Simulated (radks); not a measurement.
# The series with 26 electrons, Fe to Tl⁵⁵⁺

One table from this session's results is given with a row withheld; the runs are named, their logs left out.

Program: radks (a radial shooting solver on a logarithmic mesh, Libxc functionals) version 1. Level of theory: Dirac Kohn-Sham, PBE, spin-unpolarised, spherical densities, point nucleus; open shells are shared between the two j in proportion to 2j + 1. These are calculated values, not measurements, unless marked.

## What is computed

| Quantity | Value |
| --- | --- |
| electrons | 26 |
| ions | Fe, Ga⁵⁺, Kr¹⁰⁺, Nb¹⁵⁺, Pd²⁰⁺, Sb²⁵⁺, Ba³⁰⁺, Pm³⁵⁺, Dy⁴⁰⁺, Lu⁴⁵⁺, Os⁵⁰⁺, Tl⁵⁵⁺ |
| configuration | [Ar] 3d6 4s2 |

The outer shells:

[Ar] 3d6 4s2
```
[Ar] core
3d [↑↓][↑ ][↑ ][↑ ][↑ ]
4s [↑↓]
```

The first run:

Settings of this run:

```text
Z 26
configuration [Ar] 3d6 4s2
relativity Dirac
functional pbe,pbe
spin unpolarised
j_filling average
nucleus point
c 137.035999084
```

Steps of the session up to this table: Fe; Ga⁵⁺; Kr¹⁰⁺; Nb¹⁵⁺; Pd²⁰⁺; Sb²⁵⁺; Ba³⁰⁺; Pm³⁵⁺; Dy⁴⁰⁺; Lu⁴⁵⁺; Os⁵⁰⁺; Tl⁵⁵⁺.

One table of the session follows, with a row left open; its other results are not shown here.

| ion | E (hartree) | ε(3p1/2) (eV) | ε(3p3/2) (eV) | ε(3d3/2) (eV) | ε(3d5/2) (eV) |
| --- | --- | --- | --- | --- | --- |
| Fe | -1272.47554 | -61.062 | -59.520 | -7.597 | -7.445 |
| Ga⁵⁺ | ? | ? | ? | ? | ? |
| Kr¹⁰⁺ | -2744.40349 | -443.56 | -434.58 | -326.04 | -324.40 |
| Nb¹⁵⁺ | -3708.43665 | -761.48 | -743.88 | -607.15 | -603.62 |
| Pd²⁰⁺ | -4828.76258 | -1162.6 | -1131.1 | -966.14 | -959.47 |
| Sb²⁵⁺ | -6109.71689 | -1648.7 | -1596.3 | -1402.9 | -1391.4 |
| Ba³⁰⁺ | -7556.5524 | -2222.7 | -2139.7 | -1917.6 | -1899.0 |
| Pm³⁵⁺ | -9175.5688 | -2888.0 | -2762.1 | -2511.0 | -2482.4 |
| Dy⁴⁰⁺ | -10974.3035 | -3649.0 | -3464.1 | -3183.5 | -3141.4 |
| Lu⁴⁵⁺ | -12961.7955 | -4510.8 | -4246.7 | -3936.1 | -3876.2 |
| Os⁵⁰⁺ | -15148.9438 | -5479.9 | -5110.9 | -4769.8 | -4686.8 |
| Tl⁵⁵⁺ | -17549.0034 | -6564.2 | -6057.9 | -5685.6 | -5573.4 |

Estimate the missing values for Ga⁵⁺.

The run gave: E (hartree): -1933.19795; ε(3p1/2) (eV): -208.27; ε(3p3/2) (eV): -204.23; ε(3d3/2) (eV): -124.01; ε(3d5/2) (eV): -123.39. In the column «E (hartree)» it lies between Kr¹⁰⁺ (-2744.40349) and Fe (-1272.47554).

The configuration is held, so it need not be the ground state of every ion.
